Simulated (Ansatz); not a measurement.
# C₃H₈Cl₂InN: geometry and vibrations

The task is to find a stationary geometry of C₃H₈Cl₂InN, check the end point by its vibrations and derive ideal-gas thermochemistry.

Program: Ansatz 0.2.0, Gaussian basis. Level of theory: RKS PBE0-D4/def2-TZVP. These are calculated values, not measurements.

Levels to be run: relaxation at PBE0-D4/def2-TZVP; harmonic vibrations at the same level.

1 further run of the same task is left out (set aside as unsound or not needed).

## (1) Starting geometry

SMILES `CC(C)[NH][In]([Cl])[Cl]`, 15 atoms, charge 0, spin multiplicity 1.

Atoms are counted from 1 here; the program's logs count them from 0.

Bond lengths: C1–C2 1.530 Å, C1–H8 1.088 Å, C1–H9 1.093 Å, C1–H10 1.090 Å, C2–C3 1.522 Å, C2–N4 1.445 Å, C2–H11 1.102 Å, C3–H12 1.087 Å, C3–H13 1.089 Å, C3–H14 1.096 Å, N4–In5 2.118 Å, N4–H15 1.019 Å, In5–Cl6 2.331 Å, In5–Cl7 2.301 Å. Angles: C2–C1–H8 110.7°, C2–C1–H9 109.3°, C2–C1–H10 110.5°, H8–C1–H9 108.9°, H8–C1–H10 108.6°, H9–C1–H10 108.9°, C1–C2–C3 111.1°, C1–C2–N4 113.8°, C1–C2–H11 108.5°, C3–C2–N4 108.7°, C3–C2–H11 108.5°, N4–C2–H11 106.0°, C2–C3–H12 111.1°, C2–C3–H13 109.4°, C2–C3–H14 109.1°, H12–C3–H13 109.4°, H12–C3–H14 109.0°, H13–C3–H14 108.7° and more.

The start is a GFN2-xTB geometry. In takes the def2 core potential; no spin-orbit term is included.

## (2) Relaxation at PBE0-D4/def2-TZVP

Input file in.yaml:

```yaml
crystal:
  periodic: [false, false, false]
  atoms:
    - {symbol: C, position_ang: [-1.585210, 0.270640, 0.175920]}
    - {symbol: C, position_ang: [-0.489030, -0.793360, 0.091600]}
    - {symbol: C, position_ang: [0.411800, -0.749450, 1.317920]}
    - {symbol: N, position_ang: [0.333670, -0.690500, -1.092240]}
    - {symbol: In, position_ang: [1.510610, 1.063380, -1.253790]}
    - {symbol: Cl, position_ang: [1.217060, 3.182230, -0.327970]}
    - {symbol: Cl, position_ang: [3.459590, 0.815760, -2.451560]}
    - {symbol: H, position_ang: [-2.207840, 0.112390, 1.053650]}
    - {symbol: H, position_ang: [-1.124190, 1.258830, 0.243340]}
    - {symbol: H, position_ang: [-2.219390, 0.236530, -0.710330]}
    - {symbol: H, position_ang: [-0.966640, -1.785680, 0.043480]}
    - {symbol: H, position_ang: [-0.146000, -0.980380, 2.221860]}
    - {symbol: H, position_ang: [1.221640, -1.467950, 1.198630]}
    - {symbol: H, position_ang: [0.842860, 0.253910, 1.410270]}
    - {symbol: H, position_ang: [-0.258940, -0.726340, -1.920770]}
basis:
  gaussian: {orbitals: def2-TZVP}
hamiltonian: {xc: pbe0, dispersion: d4}
relax: {f_tol: 0.005, max_steps: 150}
```

On the command line:

```bash
> ansatz run in.yaml --threads 2 --pin off --events-out ev --progress --plain --max-ram 32768MiB --backend cuda --devices 0, --max-vram 18GiB
```

Further steps of the session: Vibrations by finite differences.

Before running them: what should the planned runs give, taken together? Wanted: point group; shift from the start; total energy; dispersion term; dipole moment; lowest, highest wavenumber; zero-point energy.

**Answer**, as computed:

| quantity | value |
| --- | --- |
| point group | C1 |
| steps | 22 |
| shift from the start (rms) | 0.580 Å |
| total energy | -34942.9813 eV |
| dispersion term | -361 meV |
| dipole moment | 3.69 D |
| lowest, highest wavenumber | 21, 3573 cm⁻¹ |
| zero-point energy | 294.6 kJ/mol |
| entropy at 298.15 K | 451.9 J/(mol K) |

What this shows: The atoms moved 0.58 Å (rms) from the start; the bond that changed most is N4–In5, from 2.118 to 2.004 Å. All wavenumbers are real, so the end point is a minimum. The stiffest mode, 3573 cm⁻¹, is an N–H stretch, and 6 modes under 200 cm⁻¹ make the vibrational entropy uncertain. Harmonic hybrid wavenumbers usually lie a few per cent above measured fundamentals. The largest Mulliken charge, +0.86 e, sits on In5.
